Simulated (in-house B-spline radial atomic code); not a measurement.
**Mo¹⁰⁺: density, ELF and screening along the radius**

How do the shells of Mo¹⁰⁺ show in real space, and how much do the settings move them?

The numbers are computed with in-house B-spline radial atomic code version 1 (several methods, spin-polarised, as named in each step; spherical all-electron atom at the radial basis limit), except any that are marked as measured or tabulated.

## (1) What is computed

```
element       : molybdenum (Z = 42)
charge        : +10
electrons     : 32
configuration : [Ar] 3d10 4s2 4p2
nucleus       : point (non-relativistic runs) or finite (X2C runs)
```

The outer shells:

[Ar] 3d10 4s2 4p2
```
[Ar] core
3d [↑↓][↑↓][↑↓][↑↓][↑↓]
4s [↑↓]
4p [↑ ][↑ ][  ]
```

Where spins are not typed, each open shell is filled with up spins first.

## (2) LDA (VWN5), non-rel.

Settings of the run:

```ini
Z = 42
electrons = 32.0
configuration = [Ar] 3d10 4s2 4p2
hamiltonian = nr
method = lda,vwn
spin_polarised = True
```

Started as:

```sh
$ python run_scf.py task.json out
```

task.json lists these runs, among others, and the program works through them in turn.

The program writes no log. Results of the run, from its result record (rounded, main fields):

```text
status: converged
scf [iteration, energy, orbital gradient]:
  - [1, -3915.72362569, 1.54]
  - [2, -3934.59028285, 1.01]
  - [3, -3941.83276898, 0.254]
  - [4, -3942.33512513, 0.0591]
  - [5, -3942.3541109, 0.0318]
  - [6, -3942.36306176, 0.000869]
  - [7, -3942.36306815, 2.27e-05]
  - [8, -3942.36306815, 7.53e-07]
  - [9, -3942.36306815, 3.66e-08]
energy [hartree]: {"total": -3942.36306816, "kinetic": 3939.95571139, "nuclear": -9169.5219381, "coulomb": 1398.36706506, "xc": -111.16390651}
orbitals [hartree, bohr; first row names the columns]:
  - ["name", "occ", "eps", "<r>", "<r^2>", "<1/r>", "r_max", "density_at_nucleus", "spin_orbit_zeta"]
  - ["1s up", 1.0, -716.28741, 0.036339, 0.0017671, 41.442, 0.024036, 22958.0, "-"]
  - ["1s down", 1.0, -716.26923, 0.036339, 0.001767, 41.443, 0.024035, 22959.0, "-"]
  - ["2s up", 1.0, -105.45254, 0.15881, 0.029647, 9.3431, 0.13431, 2324.8, "-"]
  - ["2s down", 1.0, -105.44027, 0.15881, 0.029645, 9.3431, 0.13431, 2324.8, "-"]
  - ["2p up", 3.0, -97.76255, 0.13604, 0.022551, 9.3436, 0.10554, "-", 2.4518]
  - ["2p down", 3.0, -97.745607, 0.13604, 0.022552, 9.3433, 0.10554, "-", 2.4515]
  - ["3s up", 1.0, -23.417075, 0.43959, 0.22101, 3.2517, 0.39417, 414.31, "-"]
  - ["3s down", 1.0, -23.393888, 0.43928, 0.22063, 3.2532, 0.39419, 414.57, "-"]
  - ["3p up", 3.0, -20.455212, 0.43362, 0.21842, 3.1653, 0.381, "-", 0.40536]
  - ["3p down", 3.0, -20.429896, 0.43322, 0.21794, 3.1672, 0.38104, "-", 0.40575]
  - ["3d up", 5.0, -15.013372, 0.40989, 0.20114, 2.9949, 0.32013, "-", 0.049407]
  - ["3d down", 5.0, -14.987524, 0.40917, 0.20027, 2.9981, 0.32008, "-", 0.049512]
  - ["4s up", 1.0, -8.2182869, 1.0224, 1.1719, 1.342, 0.96139, 90.126, "-"]
  - ["4s down", 1.0, -8.0844769, 1.0227, 1.1738, 1.3431, 0.95916, 90.426, "-"]
  - ["4p up", 2.0, -7.2503683, 1.0685, 1.2866, 1.2689, 0.99922, "-", 0.083192]
sum_r [bohr^k]: {"-1": 218.322, "1": 12.96328, "2": 8.874928}
density_at_nucleus [bohr^-3]: 51576.11
spin_density_at_nucleus [bohr^-3]: -1.038873
mass_velocity [hartree]: -248.0657
darwin [hartree]: 181.1959
radius_at_0.001 [bohr]: 2.223
radius_enclosing_fraction [bohr]: {"0.5": 0.3324, "0.9": 0.8692, "0.99": 1.551}
slater [hartree]:
  F0(4s up,4s up): 0.87724
  F0(4s up,4s down): 0.8771
  F0(4s up,4p up): 0.85756
  G1(4s up,4p up): 0.58948
  F0(4s down,4s down): 0.87697
  F0(4s down,4p up): 0.85742
  F0(4p up,4p up): 0.83952
  F2(4p up,4p up): 0.44673
```

Run time: 0.31 s. Hardware: 1 thread, shared host.

radius_at_0.001 is where the density falls to 0.001 electrons per bohr³.

Fields along the radius, from the same record (one point in 2):

| r (bohr) | 4πr²n (1/bohr) | ELF | screened charge r·V (e) | reduced gradient s | 4πr²(n↑−n↓) |
| --- | --- | --- | --- | --- | --- |
| 0.00470 | 9.650 | 0.9993 | 40.98 | 0.4151 | -0.00007 |
| 0.00689 | 17.26 | 0.9988 | 40.52 | 0.4404 | 0.0001600 |
| 0.0101 | 28.38 | 0.9976 | 39.87 | 0.4792 | 0.001472 |
| 0.0148 | 41.29 | 0.9929 | 38.96 | 0.5391 | 0.006875 |
| 0.0216 | 50.68 | 0.9686 | 37.76 | 0.6266 | 0.02509 |
| 0.0317 | 50.72 | 0.8010 | 36.17 | 0.7232 | 0.07718 |
| 0.0464 | 44.76 | 0.3742 | 34.13 | 0.6539 | 0.1866 |
| 0.0680 | 48.90 | 0.3845 | 31.52 | 0.3331 | 0.3173 |
| 0.0996 | 63.15 | 0.7249 | 28.29 | 0.3294 | 0.2785 |
| 0.146 | 57.61 | 0.6739 | 24.65 | 0.5294 | 0.01561 |
| 0.214 | 41.11 | 0.2892 | 20.77 | 0.4182 | 0.2199 |
| 0.313 | 47.92 | 0.6363 | 16.76 | 0.2387 | 0.7810 |
| 0.458 | 38.53 | 0.7627 | 13.45 | 0.5447 | 0.1308 |
| 0.671 | 13.48 | 0.2794 | 11.53 | 0.9173 | 0.7673 |
| 0.983 | 6.373 | 0.5096 | 10.49 | 0.6952 | 2.583 |
| 1.44 | 2.088 | 0.7920 | 10.06 | 1.818 | 1.127 |
| 2.11 | 0.1107 | 0.1172 | 10.00 | 7.735 | 0.06907 |
| 3.09 | 0.0004654 | 0.0001197 | 10.00 | 67.94 | 0.0003378 |

## (3) PBE, non-rel.

Settings of the run:

```ini
Z = 42
electrons = 32.0
configuration = [Ar] 3d10 4s2 4p2
hamiltonian = nr
method = pbe,pbe
spin_polarised = True
```

From the record:

```text
status: converged
iterations: 9
energy [hartree]: {"total": -3946.41093332, "kinetic": 3944.873004, "nuclear": -9174.82325723, "coulomb": 1398.80786148, "xc": -115.268541568}
orbitals [hartree, bohr; first row names the columns]:
  - ["name", "occ", "eps", "<r>"]
  - ["1s up", 1.0, -717.24051, 0.036303]
  - ["1s down", 1.0, -717.224, 0.036302]
  - ["2s up", 1.0, -105.55485, 0.15864]
  - ["2s down", 1.0, -105.54545, 0.15863]
  - ["2p up", 3.0, -97.79279, 0.13597]
  - ["2p down", 3.0, -97.777003, 0.13597]
  - ["3s up", 1.0, -23.455541, 0.43877]
  - ["3s down", 1.0, -23.434721, 0.43852]
  - ["3p up", 3.0, -20.468274, 0.43311]
  - ["3p down", 3.0, -20.444708, 0.43277]
  - ["3d up", 5.0, -15.002261, 0.40976]
  - ["3d down", 5.0, -14.97787, 0.40906]
  - ["4s up", 1.0, -8.2161976, 1.0232]
  - ["4s down", 1.0, -8.0609184, 1.0233]
  - ["4p up", 2.0, -7.2440437, 1.0701]
sum_r [bohr^k]: {"-1": 218.4482, "1": 12.96146, "2": 8.876763}
```

Run time: 0.1 s. Hardware: 1 thread, shared host.

Fields along the radius, from the same record (one point in 4):

| r (bohr) | 4πr²n (1/bohr) | ELF | screened charge r·V (e) | reduced gradient s | 4πr²(n↑−n↓) |
| --- | --- | --- | --- | --- | --- |
| 0.00470 | 9.676 | 0.9993 | 40.98 | 0.4151 | -0.00010 |
| 0.0101 | 28.44 | 0.9976 | 39.87 | 0.4793 | 0.001389 |
| 0.0217 | 50.80 | 0.9679 | 37.74 | 0.6283 | 0.02512 |
| 0.0465 | 44.72 | 0.3716 | 34.12 | 0.6529 | 0.1856 |
| 0.0997 | 63.24 | 0.7262 | 28.28 | 0.3295 | 0.2754 |
| 0.214 | 41.02 | 0.2879 | 20.77 | 0.4183 | 0.2196 |
| 0.459 | 38.45 | 0.7623 | 13.43 | 0.5481 | 0.1211 |
| 0.985 | 6.356 | 0.5162 | 10.49 | 0.6917 | 2.595 |
| 2.11 | 0.1128 | 0.1189 | 10.00 | 7.639 | 0.07041 |

## (4) Hartree-Fock, non-rel.

Settings of the run:

```ini
Z = 42
electrons = 32.0
configuration = [Ar] 3d10 4s2 4p2
hamiltonian = nr
method = hf
spin_polarised = True
```

From the record:

```text
status: converged
iterations: 10
energy [hartree]: {"total": -3945.2578464, "kinetic": 3945.25784374, "nuclear": -9175.31366148, "coulomb": 1398.55105498, "exact_exchange": -113.753083644}
orbitals [hartree, bohr; first row names the columns]:
  - ["name", "occ", "eps", "<r>"]
  - ["1s up", 1.0, -728.29844, 0.036295]
  - ["1s down", 1.0, -728.26408, 0.036294]
  - ["2s up", 1.0, -109.84339, 0.15829]
  - ["2s down", 1.0, -109.82161, 0.15827]
  - ["2p up", 3.0, -101.45421, 0.13601]
  - ["2p down", 3.0, -101.41452, 0.13604]
  - ["3s up", 1.0, -25.370858, 0.43546]
  - ["3s down", 1.0, -25.319734, 0.43537]
  - ["3p up", 3.0, -22.068411, 0.43137]
  - ["3p down", 3.0, -21.99716, 0.43148]
  - ["3d up", 5.0, -16.075824, 0.40908]
  - ["3d down", 5.0, -16.039511, 0.40846]
  - ["4s up", 1.0, -8.6922079, 1.0292]
  - ["4s down", 1.0, -8.2967671, 1.0337]
  - ["4p up", 2.0, -7.5865939, 1.0773]
sum_r [bohr^k]: {"-1": 218.4598, "1": 12.96984, "2": 8.908175}
```

Wall time 0.17 s (1 thread, shared host).

The record's radial tables, every 4th point:

| r (bohr) | 4πr²n (1/bohr) | ELF | screened charge r·V (e) | reduced gradient s | 4πr²(n↑−n↓) |
| --- | --- | --- | --- | --- | --- |
| 0.00471 | 9.707 | 0.9993 | 40.98 | 0.4148 | 0.0002426 |
| 0.0101 | 28.45 | 0.9976 | 39.87 | 0.4789 | 0.002311 |
| 0.0217 | 50.83 | 0.9683 | 37.74 | 0.6283 | 0.02596 |
| 0.0466 | 44.65 | 0.3686 | 34.10 | 0.6524 | 0.1837 |
| 0.100 | 63.37 | 0.7294 | 28.25 | 0.3303 | 0.2744 |
| 0.215 | 40.84 | 0.2840 | 20.72 | 0.4129 | 0.2253 |
| 0.461 | 38.32 | 0.7628 | 13.40 | 0.5533 | 0.1011 |
| 0.990 | 6.241 | 0.5255 | 10.49 | 0.6864 | 2.590 |
| 2.13 | 0.1058 | 0.1121 | 10.00 | 7.873 | 0.06485 |

## (5) BP86, non-rel.

The settings differ from step 4 so:

```diff
@@ -4,3 +4,3 @@
 hamiltonian = nr
-method = hf
+method = b88,p86
 spin_polarised = True
```

From the record:

```text
status: converged
iterations: 9
energy [hartree]: {"total": -3947.21671324, "kinetic": 3945.67503972, "nuclear": -9175.7919575, "coulomb": 1398.98682694, "xc": -116.086622399}
orbitals [hartree, bohr; first row names the columns]:
  - ["name", "occ", "eps", "<r>"]
  - ["1s up", 1.0, -717.3964, 0.036299]
  - ["1s down", 1.0, -717.37986, 0.036299]
  - ["2s up", 1.0, -105.57909, 0.15863]
  - ["2s down", 1.0, -105.56964, 0.15862]
  - ["2p up", 3.0, -97.817237, 0.13595]
  - ["2p down", 3.0, -97.801609, 0.13596]
  - ["3s up", 1.0, -23.46103, 0.43877]
  - ["3s down", 1.0, -23.440506, 0.43852]
  - ["3p up", 3.0, -20.474219, 0.4331]
  - ["3p down", 3.0, -20.45103, 0.43276]
  - ["3d up", 5.0, -15.008261, 0.40974]
  - ["3d down", 5.0, -14.984273, 0.40905]
  - ["4s up", 1.0, -8.2209611, 1.0226]
  - ["4s down", 1.0, -8.0722071, 1.0227]
  - ["4p up", 2.0, -7.2482363, 1.0689]
sum_r [bohr^k]: {"-1": 218.4712, "1": 12.95733, "2": 8.866007}
```

Wall time 0.09 s (1 thread, shared host).

The record's radial tables, every 4th point:

| r (bohr) | 4πr²n (1/bohr) | ELF | screened charge r·V (e) | reduced gradient s | 4πr²(n↑−n↓) |
| --- | --- | --- | --- | --- | --- |
| 0.00470 | 9.678 | 0.9993 | 40.98 | 0.4151 | -0.00008 |
| 0.0101 | 28.45 | 0.9976 | 39.87 | 0.4793 | 0.001436 |
| 0.0216 | 50.74 | 0.9686 | 37.76 | 0.6271 | 0.02487 |
| 0.0464 | 44.74 | 0.3732 | 34.13 | 0.6542 | 0.1853 |
| 0.0996 | 63.23 | 0.7257 | 28.29 | 0.3292 | 0.2766 |
| 0.214 | 41.03 | 0.2879 | 20.77 | 0.4181 | 0.2204 |
| 0.459 | 38.44 | 0.7622 | 13.43 | 0.5481 | 0.1217 |
| 0.984 | 6.368 | 0.5143 | 10.49 | 0.6908 | 2.594 |
| 2.11 | 0.1090 | 0.1151 | 10.00 | 7.783 | 0.06783 |

## (6) The runs side by side

| run | total energy (hartree) | highest level (eV) | radius holding 50 / 90 / 99 % (bohr) | radius at n = 0.001 (bohr) | ELF minima on the full grid (bohr) |
| --- | --- | --- | --- | --- | --- |
| LDA (VWN5), non-rel. | -3942.3631 | -197.29 | 0.332 / 0.869 / 1.55 | 2.22 | 0.056, 0.21, 0.81 |
| PBE, non-rel. | -3946.4109 | -197.12 | 0.333 / 0.870 / 1.55 | 2.23 | 0.056, 0.21, 0.81 |
| Hartree-Fock, non-rel. | -3945.2578 | -206.44 | 0.333 / 0.871 / 1.56 | 2.23 | 0.056, 0.21, 0.82 |
| BP86, non-rel. | -3947.2167 | -197.23 | 0.332 / 0.869 / 1.55 | 2.22 | 0.056, 0.21, 0.81 |

In the first run ELF has 3 minima on the grid, which mark the borders between shells. On the record's full grid the screened charge (r times the electrostatic potential) falls from 41.9 near the nucleus to 10.00 at 3.7 bohr; far out it tends to the net charge, 10. The grid is coarse (about 21 % a step), so the places of minima are rough.

Members of this set that are not shown: 6 used exact exchange with fractional occupations of an open shell, which is unsound here.
